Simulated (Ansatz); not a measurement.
**MgH₅Pt radical: energies up the ladder**

Aim: energies up the ladder, for MgH₅Pt radical, with the cost of each level. Spin multiplicity 2.

Program: Ansatz 0.2.0. Level of theory: the levels named in each step. These are calculated values, not measurements.

**1. The starting structure**

Bond lengths: Mg1–Pt2 2.472 Å, Pt2–H3 1.566 Å, Pt2–H4 1.567 Å, Pt2–H5 1.566 Å, Pt2–H6 1.541 Å, Pt2–H7 1.566 Å. Angles (14 of 15 angles, heavy atoms first): Mg1–Pt2–H3 89.9°, Mg1–Pt2–H4 89.8°, Mg1–Pt2–H5 89.9°, Mg1–Pt2–H6 179.8°, Mg1–Pt2–H7 89.9°, H3–Pt2–H4 90.0°, H3–Pt2–H5 90.0°, H3–Pt2–H6 90.2°, H3–Pt2–H7 179.9°, H4–Pt2–H5 179.8°, H4–Pt2–H6 90.3°, H4–Pt2–H7 90.0°, H5–Pt2–H6 89.9°, H5–Pt2–H7 90.0°.

Coordinates:

```xyz
7

Mg    1.8090   -0.0054   -1.2710
Pt   -0.2134    0.0006    0.1499
H    -0.4086    1.5280   -0.1373
H     0.6688    0.3491    1.3969
H    -1.0908   -0.3466   -1.1002
H    -1.4762   -0.0010    1.0337
H    -0.0155   -1.5267    0.4353
```

**2. A rough first relaxation, PBE-D4/def2-SVPD**

The input, input.yaml:

```yaml
crystal:
  periodic: [false, false, false]
  atoms:
    - { symbol: Mg, position_ang: [1.80895, -0.00543, -1.27102] }
    - { symbol: Pt, position_ang: [-0.21338, 0.00065, 0.14993] }
    - { symbol: H, position_ang: [-0.40858, 1.52796, -0.13726] }
    - { symbol: H, position_ang: [0.66883, 0.34909, 1.39687] }
    - { symbol: H, position_ang: [-1.09081, -0.34656, -1.10022] }
    - { symbol: H, position_ang: [-1.4762, -0.00096, 1.03371] }
    - { symbol: H, position_ang: [-0.01555, -1.52668, 0.43525] }
magnetization:
  spin_polarized: true
  initial_magnetization: 1
basis:
  gaussian: { orbitals: def2-SVPD }
hamiltonian:
  xc: pbe
  dispersion: d4
relax:
  f_tol: 0.03
  max_steps: 200
```

The run is started by

```bash
$ ansatz run input.yaml --threads 4 --pin off --max-ram 10240MiB --backend cpu --events-out ev --progress --plain --runs-dir out
```

The runs that follow: Relaxation, PBE0-D4/def2-TZVPPD; Frequencies, PBE0-D4/def2-TZVPPD; Single point, PBE-D4/def2-TZVPPD; Single point, r2SCAN-D4/def2-TZVPPD; Single point, B3LYP-D4/def2-TZVPPD; Single point, wB97M-V/def2-TZVPPD; Single point, B2PLYP/def2-TZVPPD; Single point, LDA/def2-TZVPPD; Single point, PBE0-D4/def2-SVPD; Single point, PBE-D4/def2-SVPD; The anion of multiplicity 1 at the same geometry, PBE0-D4/def2-TZVPPD; The anion of multiplicity 1 at the same geometry, PBE-D4/def2-TZVPPD; The anion of multiplicity 1 at the same geometry, r2SCAN-D4/def2-TZVPPD; The anion of multiplicity 1 at the same geometry, B3LYP-D4/def2-TZVPPD; The anion of multiplicity 1 at the same geometry, wB97M-V/def2-TZVPPD; The anion of multiplicity 1 at the same geometry, B2PLYP/def2-TZVPPD; The anion of multiplicity 3 at the same geometry, PBE0-D4/def2-TZVPPD; The anion of multiplicity 3 at the same geometry, PBE-D4/def2-TZVPPD; The anion of multiplicity 3 at the same geometry, r2SCAN-D4/def2-TZVPPD; The anion of multiplicity 3 at the same geometry, B3LYP-D4/def2-TZVPPD; The anion of multiplicity 3 at the same geometry, wB97M-V/def2-TZVPPD; The anion of multiplicity 3 at the same geometry, B2PLYP/def2-TZVPPD.

What does the calculation give? Wanted: Mg1–Pt2 at PBE0-D4/def2-TZVPPD; frequencies at PBE0-D4/def2-TZVPPD; vertical electron affinity, B2PLYP/def2-TZVPPD (for each run or level that gives them).

As calculated:

```
                                      quantity            value
                Mg1–Pt2 at PBE0-D4/def2-TZVPPD          2.471 Å
            frequencies at PBE0-D4/def2-TZVPPD  76 to 2256 cm⁻¹
vertical electron affinity, B2PLYP/def2-TZVPPD         1.487 eV
vertical electron affinity, B2PLYP/def2-TZVPPD         0.042 eV
```

In words: No mode is imaginary, so the geometry is a minimum. For the vertical electron affinity, wB97M-V/def2-TZVPPD comes nearest to B2PLYP/def2-TZVPPD (+0.07 eV) and B3LYP-D4/def2-TZVPPD is farthest (+0.26 eV). For the vertical electron affinity, wB97M-V/def2-TZVPPD comes nearest to B2PLYP/def2-TZVPPD (-0.10 eV) and PBE-D4/def2-TZVPPD is farthest (+0.26 eV). Heavy atoms carry effective core potentials in def2 sets, and spin-orbit coupling is left out.
